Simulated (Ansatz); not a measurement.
# ZnS: the cost of one run

Program: Ansatz 0.2.0. Level of theory: DFT PBE, scalar-relativistic, plane waves, PAW. These are calculated values, not measurements.

### 1 The structure to begin with

The structure is hexagonal, space group P6_3mc (No. 186). Conventional cell: a = 3.847 Å, b = 3.847 Å, c = 12.590 Å, α = 90.00°, β = 90.00°, γ = 120.00°. Zn (site symmetry 3m) has 4 S at 2.36 Å as nearest neighbours. S (site symmetry 3m) is surrounded by 4 Zn at 2.36 Å.

As a file:

```
CELL_PARAMETERS angstrom
3.84657 0.00000 0.00000
-1.92329 3.33123 0.00000
0.00000 0.00000 12.58954
ATOMIC_POSITIONS crystal
Zn 0.00000 0.00000 0.00005
Zn 0.00000 0.00000 0.50005
Zn 0.33333 0.66667 0.25002
Zn 0.66667 0.33333 0.75002
S 0.00000 0.00000 0.18729
S 0.00000 0.00000 0.68729
S 0.33333 0.66667 0.43764
S 0.66667 0.33333 0.93764
```

This cell was relaxed beforehand with the same method: volume 20.16 Å³/atom, gap on the mesh 2.05 eV.

### 2 Plan of the line

The energy is mapped over volume and the cell's shape.

The axes are (1) volume per atom: 7 values from 18.55 to 21.78 Å³; (2) c/a of the conventional cell: 7 values from 2.728 to 3.926.

Nothing else is relaxed (fractional coordinates fixed). Energies count from the relaxed crystal. Points are written as (first, second).

### 3 The run at (18.55 Å³, 2.899)

Contents of input.yaml:

```yaml
crystal:
  lattice:
    - [3.8955366251, 0.0, 0.0]
    - [-1.9477683125, 3.3736336787, 0.0]
    - [0.0, 0.0, 11.2931606761]
  atoms:
    - { symbol: Zn, position: [0.0, 0.0, 4.92057e-05] }
    - { symbol: Zn, position: [0.0, 0.0, 0.5000492057] }
    - { symbol: Zn, position: [0.3333333333, 0.6666666667, 0.2500242903] }
    - { symbol: Zn, position: [0.6666666667, 0.3333333333, 0.7500242903] }
    - { symbol: S, position: [0.0, 0.0, 0.1872905901] }
    - { symbol: S, position: [0.0, 0.0, 0.6872905901] }
    - { symbol: S, position: [0.3333333333, 0.6666666667, 0.4376359138] }
    - { symbol: S, position: [0.6666666667, 0.3333333333, 0.9376359138] }
basis:
  ecutwfc: 520.0
kpoints:
  mp_grid: { grid: [9, 9, 4] }
hamiltonian:
  xc: pbe
scf:
  occupations: { method: gaussian, width: 0.05 }
output:
  forces: true
  stress: true
  eigenvalues: true
```

Started as:

```bash
ansatz run input.yaml --threads 2 --pin off --max-ram 4096MiB --backend cpu --events-out ev --progress --plain --runs-dir out
```

What time and memory should one allow on 2 threads of Arm Neoverse V2, shared host?

About 13 s, with a peak of 0.54 GiB.
